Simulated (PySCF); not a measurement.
**Towards the basis-set limit for BaBr**

What constants does extrapolated CCSD(T) give for BaBr, and what does each step add?

Computed with PySCF 2.14.0. Level: CCSD(T) on ROHF, spin-free X2C with a Gaussian nucleus.

## (1) Set-up

| Property | Result |
| --- | --- |
| molecule | BaBr |
| state | doublet, unpaired electrons σ ↑ |
| smaller basis | Ba cc-pwCVDZ-X2C, Br aug-cc-pVDZ-DK |
| larger basis | Ba cc-pwCVTZ-X2C, Br aug-cc-pVTZ-DK |
| frozen core orbitals | 37 |
| extrapolation | correlation as n⁻³ (n = 2, 3), Hartree–Fock as (n+1)·exp(−9√n) |
| corrections | none |
| distances (Å) | 2.5094, 2.6235, 2.7376, 2.8516, 2.9657, 3.1083, 3.2509 |
| masses (u) | 137.9052, 78.9183 |
| dissociation limit | Ba + Br |

The run is started by

```bash
> OMP_NUM_THREADS=4 python comp.py task.json out
```

## (2) The runs

**Question.** What will these runs give? Wanted: for each run, Re; ωe; ωexe; αe; De.

The runs gave:

| level | Re (Å) | ωe (cm⁻¹) | ωexe (cm⁻¹) | αe (cm⁻¹) | De (eV) |
| --- | --- | --- | --- | --- | --- |
| CCSD(T), smaller basis | 2.9706 | 176.6 | 0.380 | 0.000115 | 3.692 |
| CCSD(T), larger basis | 2.8936 | 187.6 | 0.402 | 0.000118 | 3.970 |
| HF/CBS | 2.9500 | 179.1 | 0.383 | 0.000115 | 3.757 |
| MP2/CBS | 2.8622 | 192.9 | 0.413 | 0.000120 | 4.179 |
| CCSD/CBS | 2.8807 | 190.1 | 0.406 | 0.000118 | 4.036 |
| CCSD(T)/CBS | 2.8738 | 191.2 | 0.407 | 0.000119 | 4.071 |

**Reading.** The last step gives Re = 2.8738 Å, ωe = 191.2 cm⁻¹ and De = 4.071 eV; the smaller basis alone is off from it by +96.8 mÅ and -0.38 eV. Near the minimum the mean field binds by 3.73 eV and correlation adds 0.34 eV of binding. T1 is 0.019. Spin–orbit coupling and excitations beyond (T) are left out.
